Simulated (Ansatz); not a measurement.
# Al2ClF: the cost of one run

Program: Ansatz 0.2.0. Level of theory: DFT PBE, scalar-relativistic, plane waves, PAW. These are calculated values, not measurements.

## Step 1: Starting point

Symmetry: P6/mmm, No. 191, hexagonal system. Conventional cell: a = 4.557 Å, b = 4.557 Å, c = 4.159 Å, α = 90.00°, β = 90.00°, γ = 120.00°. Around Al (site symmetry -6m2) lie 3 Al at 2.63 Å and 3 Cl at 2.63 Å. Around Cl (site symmetry 6/mmm) lie 2 F at 2.08 Å and 6 Al at 2.63 Å. F (site symmetry 6/mmm) is surrounded by 2 Cl at 2.08 Å.

As a file:

```
CELL_PARAMETERS angstrom
4.55687 0.00000 0.00000
-2.27843 3.94636 0.00000
0.00000 0.00000 4.15873
ATOMIC_POSITIONS crystal
Al 0.66667 0.33333 0.00000
Al 0.33333 0.66667 0.00000
Cl 0.00000 0.00000 0.00000
F 0.00000 0.00000 0.50000
```

A structure generator made this guess: random cell by space group and Wyckoff sites (P6/mmm, No. 191). The dimensions are guesses.

## Step 2: A first look at the guess

The input, input.yaml:

```yaml
crystal:
  lattice:
    - [4.55686975, 0.0, 0.0]
    - [-2.27843488, 3.94636497, 0.0]
    - [0.0, 0.0, 4.15873428]
  atoms:
    - { symbol: Al, position: [0.66666667, 0.33333333, 0.0] }
    - { symbol: Al, position: [0.33333333, 0.66666667, 0.0] }
    - { symbol: Cl, position: [0.0, 0.0, 0.0] }
    - { symbol: F, position: [0.0, 0.0, 0.5] }
basis:
  ecutwfc: 420
kpoints:
  mp_grid: { grid: [6, 6, 4] }
hamiltonian:
  xc: pbe
scf:
  occupations: { method: gaussian, width: 0.1 }
  lower_state_search: "off"
output:
  forces: true
  stress: true
  eigenvalues: true
```

On the command line:

```console
ansatz run input.yaml --threads 1 --pin off --max-ram 2560MiB --backend cpu --events-out ev --progress --plain --runs-dir out
```

What time and memory should one allow on 1 thread of Intel Xeon Platinum 8488C (Sapphire Rapids), shared host?

About 1.2 s, with a peak of 0.37 GiB.
